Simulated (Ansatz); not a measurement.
The system is SnCl.

```
CELL_PARAMETERS angstrom
3.49755 0.00000 0.00000
-1.74877 3.02896 0.00000
0.00000 0.00000 10.06221
ATOMIC_POSITIONS crystal
Sn 0.66667 0.33333 0.82051
Sn 0.33333 0.66667 0.32051
Cl 0.66667 0.33333 0.55449
Cl 0.33333 0.66667 0.05449
```

The cell comes from a database or a generator and needn't be the stable form of this composition.

* Program: Ansatz 0.2.0
* Task: relaxation of cell and atoms
* Functional: PBE
* Dispersion: D4
* Potentials or basis: Ansatz PAW
* Cutoff: 420 eV (not typed: the program's choice for these potentials)
* k mesh: 9 × 9 × 3
* Occupations: fermi-dirac, width 0.05 eV
* Spin: no spin polarisation

At the start: volume 26.65 Å³/atom.

Task: How do energy, volume and symmetry change on relaxing?

Result: It ends after 7 steps and the volume is 25.32 Å³/atom (-5.0 %); space group P6_3mc (No. 186, to 0.05 Å).

The path:
| step | energy change (eV) | largest force (eV/Å) | volume (Å³) |
| --- | --- | --- | --- |
| 1 | 0.0000 | 0.1577 | 106.60 |
| 2 | -0.0390 | 0.0795 | 100.99 |
| 3 | -0.0412 | 0.0333 | 100.19 |
| 4 | -0.0435 | 0.0399 | 100.60 |
| 5 | -0.0453 | 0.0263 | 101.04 |
| 6 | -0.0459 | 0.0022 | 101.28 |
| 7 | -0.0452 | 0.0020 | 101.28 |

Final structure:
```
CELL_PARAMETERS angstrom
3.41380 0.00000 0.00000
-1.70690 2.95644 0.00000
0.00000 0.00000 10.03489
ATOMIC_POSITIONS crystal
Sn 0.66667 0.33333 0.81508
Sn 0.33333 0.66667 0.31508
Cl 0.66667 0.33333 0.55992
Cl 0.33333 0.66667 0.05992
```

Caveat: the plane-wave basis is chosen anew once the cell has moved, so the energies of steps on either side of that aren't comparable; pairwise dispersion overbinds metals, which lowers pressure and volume.
